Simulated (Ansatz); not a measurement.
# C2H4BClFNS: the cost of one run

All numbers below are computed with Ansatz 0.2.0 (UKS PBE0-D4/STO-3G).

**1. The structure to begin with**

Bond lengths: N1–B2 1.501 Å, B2–C3 1.546 Å, C3–S4 1.796 Å, C3–C5 1.370 Å, C5–F6 1.384 Å, C5–Cl7 1.785 Å, N1–H8 1.097 Å, N1–H9 1.056 Å, B2–H10 1.186 Å, S4–H11 1.363 Å. Angles: N1–B2–C3 117.8°, N1–B2–H10 122.4°, C3–B2–H10 119.8°, B2–N1–H8 102.9°, B2–N1–H9 107.3°, H8–N1–H9 104.3°, B2–C3–S4 121.8°, B2–C3–C5 121.5°, S4–C3–C5 116.7°, C3–S4–H11 93.1°, C3–C5–F6 119.8°, C3–C5–Cl7 123.6°, F6–C5–Cl7 116.6°.

As a file:

```xyz
11

N    -1.9703   -0.2906   -0.5136
B    -0.7849    0.5652   -0.1719
C     0.5362   -0.1477    0.1990
S     0.6704   -1.9384    0.2253
C     1.6703    0.5580    0.5014
F     1.6394    1.9417    0.5038
Cl    3.2181   -0.2065    0.9542
H    -2.7409    0.4487   -0.7641
H    -2.3116   -0.7281    0.3850
H    -0.8294    1.7504   -0.1951
H     0.9680   -2.0098   -1.1034
```

**2. Relaxing the start**

The input, input.yaml:

```yaml
crystal:
  periodic: [false, false, false]
  atoms:
    - { symbol: "N", position_ang: [-1.9703, -0.2906, -0.5136] }
    - { symbol: B, position_ang: [-0.7849, 0.5652, -0.1719] }
    - { symbol: C, position_ang: [0.5362, -0.1477, 0.199] }
    - { symbol: S, position_ang: [0.6704, -1.9384, 0.2253] }
    - { symbol: C, position_ang: [1.6703, 0.558, 0.5014] }
    - { symbol: F, position_ang: [1.6394, 1.9417, 0.5038] }
    - { symbol: Cl, position_ang: [3.2181, -0.2065, 0.9542] }
    - { symbol: H, position_ang: [-2.7409, 0.4487, -0.7641] }
    - { symbol: H, position_ang: [-2.3116, -0.7281, 0.385] }
    - { symbol: H, position_ang: [-0.8294, 1.7504, -0.1951] }
    - { symbol: H, position_ang: [0.968, -2.0098, -1.1034] }
magnetization:
  spin_polarized: true
basis:
  gaussian: { orbitals: STO-3G }
hamiltonian:
  xc: pbe0
  dispersion: d4
relax:
  f_tol: 0.02
  max_steps: 40
```

Command:

```bash
> ansatz run input.yaml --threads 1 --pin off --max-ram 2048MiB --backend cpu --events-out ev --progress --plain --runs-dir out
```

**Question.** How long does this run take on 1 thread of Arm Neoverse V2, shared host, and how much memory does it need?

About 2.6 min, with a peak of 0.24 GiB.
